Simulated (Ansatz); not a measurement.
**CH₅FGeO: small, medium and large basis sets**

How large a basis does CH₅FGeO need? Two functionals are run in growing sets.

Method: one geometry, several basis sets; program: Ansatz 0.2.0, Gaussian basis.

Plan: PBE0-D4/def2-SVP; ωB97M-V/def2-SVP; PBE0-D4/def2-QZVPP; ωB97M-V/def2-QZVPP; the functionals' def2-TZVPP values are taken from earlier runs.

**1. The relaxed structure**

All runs share one geometry, relaxed beforehand with PBE0-D4/def2-TZVP.

9 atoms, charge 0, spin multiplicity 1.

Atoms are counted from 1 here; the program's logs count them from 0.

Bond lengths: C1–Ge2 1.923 Å, C1–H5 1.090 Å, C1–H6 1.091 Å, C1–H7 1.090 Å, Ge2–O3 1.766 Å, Ge2–F4 1.745 Å, Ge2–H8 1.538 Å, O3–H9 0.960 Å. Angles: Ge2–C1–H5 108.9°, Ge2–C1–H6 110.1°, Ge2–C1–H7 110.2°, H5–C1–H6 109.1°, H5–C1–H7 109.3°, H6–C1–H7 109.2°, C1–Ge2–O3 107.0°, C1–Ge2–F4 108.4°, C1–Ge2–H8 118.4°, O3–Ge2–F4 106.8°, O3–Ge2–H8 111.2°, F4–Ge2–H8 104.4°, Ge2–O3–H9 113.6°.

**2. PBE0-D4 in def2-SVP**

Input file in.yaml:

```yaml
crystal:
  periodic: [false, false, false]
  atoms:
    - {symbol: C, position_ang: [-0.669024, 0.976880, -0.584176]}
    - {symbol: Ge, position_ang: [0.088345, -0.643686, 0.121534]}
    - {symbol: O, position_ang: [1.270042, -0.170654, 1.345472]}
    - {symbol: F, position_ang: [0.974361, -1.438602, -1.153827]}
    - {symbol: H, position_ang: [0.138916, 1.624948, -0.924649]}
    - {symbol: H, position_ang: [-1.237932, 1.493478, 0.189691]}
    - {symbol: H, position_ang: [-1.327083, 0.751272, -1.423489]}
    - {symbol: H, position_ang: [-0.865545, -1.725143, 0.656808]}
    - {symbol: H, position_ang: [1.716522, -0.914693, 1.755536]}
basis:
  gaussian: {orbitals: def2-SVP}
hamiltonian: {xc: pbe0, dispersion: d4}
output: {orbitals: {seedname: orbitals}}
```

Command:

```sh
ansatz run in.yaml --threads 4 --pin off --events-out ev --progress --plain --max-ram 10444MiB
```

After this run come: ωB97M-V in def2-SVP; PBE0-D4 in def2-QZVPP; ωB97M-V in def2-QZVPP.

**Question.** What will the summary of the whole plan be? Wanted: PBE0-D4: double and triple zeta above quadruple; ωB97M-V: double and triple zeta above quadruple.

**Answer**, as computed:

```
                                       quantity           value
PBE0-D4: double and triple zeta above quadruple  16.09, 1.58 eV
ωB97M-V: double and triple zeta above quadruple  16.25, 1.54 eV
```

What this shows: PBE0-D4 gains 14.51 eV from double to triple zeta, then 1.58 eV more. Total energies overstate the basis error of differences, where much of it tends to cancel. The LUMO of ωB97M-V is positive and keeps falling with the basis (2.96 to 1.70 eV): an unbound level that the basis holds in place.
